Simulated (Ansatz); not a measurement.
# C (bcc type): how the settings move a single-point run

Aim: see which settings change the result for C (bcc type), by how much, and at what cost.

Computed with Ansatz 0.2.0 (reference: DFT, PBEsol, norm-conserving pseudopotentials, Ansatz's default files, scalar-relativistic, unless a step's input says otherwise).

1 further run of the same task is left out (it didn't finish). Runs told in other sessions of the task aren't counted.

## (1) Starting point

Symmetry: Im-3m, No. 229, cubic system. The conventional cell has a = 2.342 Å, b = 2.342 Å, c = 2.342 Å, α = 90.00°, β = 90.00°, γ = 90.00°. C (site symmetry m-3m) has 8 C at 2.03 Å in its first shell of neighbours.

As a file:

```cif
data_structure
_symmetry_space_group_name_H-M 'Im-3m'
_symmetry_Int_Tables_number 229
_cell_length_a 2.3420
_cell_length_b 2.3420
_cell_length_c 2.3420
_cell_angle_alpha 90.000
_cell_angle_beta 90.000
_cell_angle_gamma 90.000
_cell_volume 12.85
loop_
_atom_site_label
_atom_site_type_symbol
_atom_site_symmetry_multiplicity
_atom_site_Wyckoff_symbol
_atom_site_fract_x
_atom_site_fract_y
_atom_site_fract_z
_atom_site_occupancy
C1 C 2 a 0.00000 0.00000 0.00000 1
```

## (2) Baseline

File input.yaml:

```yaml
crystal:
  lattice:
    - [-1.171004944, 1.171004944, 1.171004944]
    - [1.171004944, -1.171004944, 1.171004944]
    - [1.171004944, 1.171004944, -1.171004944]
  atoms:
    - { symbol: C, position: [0.0, 0.0, 0.0] }
kpoints:
  mp_grid: { grid: [22, 22, 22] }
scf:
  occupations: { method: fermi_dirac, width: 0.08 }
hamiltonian:
  xc: pbesol
  pseudopotentials: { kind: nc }
output:
  forces: true
  stress: true
  eigenvalues: true
```

The run is started by

```bash
$ ansatz run input.yaml --threads 1 --pin off --max-ram 2048MiB --backend cpu --events-out ev --progress --plain --runs-dir out
```

## (3) Changing settings: xc lda, ecutwfc 25.7 Ry

Changes to input.yaml since step 2:

```diff
@@ -12,3 +12,3 @@
 hamiltonian:
-  xc: pbesol
+  xc: lda
   pseudopotentials: { kind: nc }
@@ -18 +18,3 @@
   eigenvalues: true
+basis:
+  ecutwfc: "25.7 Ry"
```

Q: Predict the outcome of this session. Wanted: for each run, ending; energy change; pressure; gap; force.

**Answer**, as computed:

| run | ending | energy change | pressure (GPa) | gap (eV) | force (eV/Å) | cycles | time |
| --- | --- | --- | --- | --- | --- | --- | --- |
| reference | converged | - | 1.3 | 0.00 | 0.00 | 5 | 2.6 s |
| 1: xc lda, ecutwfc 25.7 Ry | converged | not comparable | 11.7 | 0.00 | 0.00 | 5 | 1.2 s |

Residual by cycle in the longest SCF loop of each run; runs are numbered as in the table. The quantity is the density residual dr2, in eV.

| cycle | reference | run 1 |
| --- | --- | --- |
| 1 | 0.00788 | 0.105 |
| 2 | 0.00188 | 0.0173 |
| 3 | 5.5e-6 | 1.2e-4 |
| 4 | 6.2e-7 | 4.7e-8 |
| 5 | 2.4e-8 | 2.2e-11 |

**Reading.** After a change of functional the difference of the totals has no physical meaning; the pressure goes from 1.3 to 11.7 GPa. The cutoff changed too. The cutoff is under what these potentials recommend, as the log warns, so basis error is mixed in. Cost: 1.2 s against 2.6 s. Run 1 ran under the cutoff that the potentials recommend, as the log warns, so basis error is mixed into its values.
